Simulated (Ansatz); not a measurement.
# Mo3H: the cost of one run

Program: Ansatz 0.2.0. Level of theory: DFT r2SCAN, scalar-relativistic, plane waves, PAW. These are calculated values, not measurements.

The COD entry's cell or inner coordinates are ideal or old and differ from later refinements, so a difference from it is no clean test against experiment.

## 1. Starting point

Symmetry: Im-3m, No. 229, cubic system. The conventional cell has a = 3.142 Å, b = 3.142 Å, c = 3.142 Å, α = 90.00°, β = 90.00°, γ = 90.00°. Around Mo (site symmetry m-3m) lie 8 Mo at 2.72 Å.

Structure file:

```
CELL_PARAMETERS angstrom
-1.57100 1.57100 1.57100
1.57100 -1.57100 1.57100
1.57100 1.57100 -1.57100
ATOMIC_POSITIONS crystal
Mo 0.00000 0.00000 0.00000
```

The structure comes from the Crystallography Open Database.

## 7. Setting up the map

Atoms count from 1 in the order of the input.

H is moved over the surface cell; relaxed at each place: the height of the adsorbate's atoms; substrate rigid; the origin of the map has the adsorbate above Mo3.

First coordinate, position of H4 along the first surface vector, from above Mo3: 6 values from 0.000 to 0.833, periodic. Second coordinate, position of H4 along the second surface vector, from above Mo3: 6 values from 0.000 to 0.833, periodic.

Relaxed at each point: the height of the adsorbate's atoms; substrate rigid. Points are written as (first, second).

The two vectors of the plane (Å): (2.728, 0.000, 0.000); (-0.909, 2.572, 0.000).

(The set-up runs are not shown.)

## 8. Point (0/6, 0/6) of the map's two axes

The input, input.yaml:

```yaml
crystal:
  lattice:
    - [2.7283492377, 0.0, 0.0]
    - [-0.9094497459, 2.5723123299, 0.0]
    - [0.0, 0.0, 19.7934267746]
  atoms:
    - { symbol: Mo, position: [0.5, 0.5, 0.2020872912] }
    - { symbol: Mo, position: [0.0, 0.0, 0.3105456181] }
    - { symbol: Mo, position: [0.5, 0.5, 0.4189990379] }
    - { symbol: H, position: [0.5, 0.5, 0.5129696283] }
basis:
  ecutwfc: 500
kpoints:
  mp_grid: { grid: [10, 10, 1] }
hamiltonian:
  xc: r2scan
scf:
  occupations: { method: gaussian, width: 0.1 }
output:
  forces: true
  eigenvalues: true
relax:
  adjacent_minimum: "off"
  f_tol: 0.025
  max_steps: 16
  constraints: [{ sites: [0, 1, 2] }, { sites: [3], fix: xy }]
efield:
  axis: 3
  dipole_correction: true
  ramp_width: 0.04
```

On the command line:

```bash
ansatz run input.yaml --threads 1 --pin off --max-ram 3072MiB --backend cpu --events-out ev --progress --plain --runs-dir out
```

Q: Estimate wall time and peak memory on 1 thread of Arm Neoverse V2, shared host.

About 2.1 min, with a peak of 0.66 GiB.
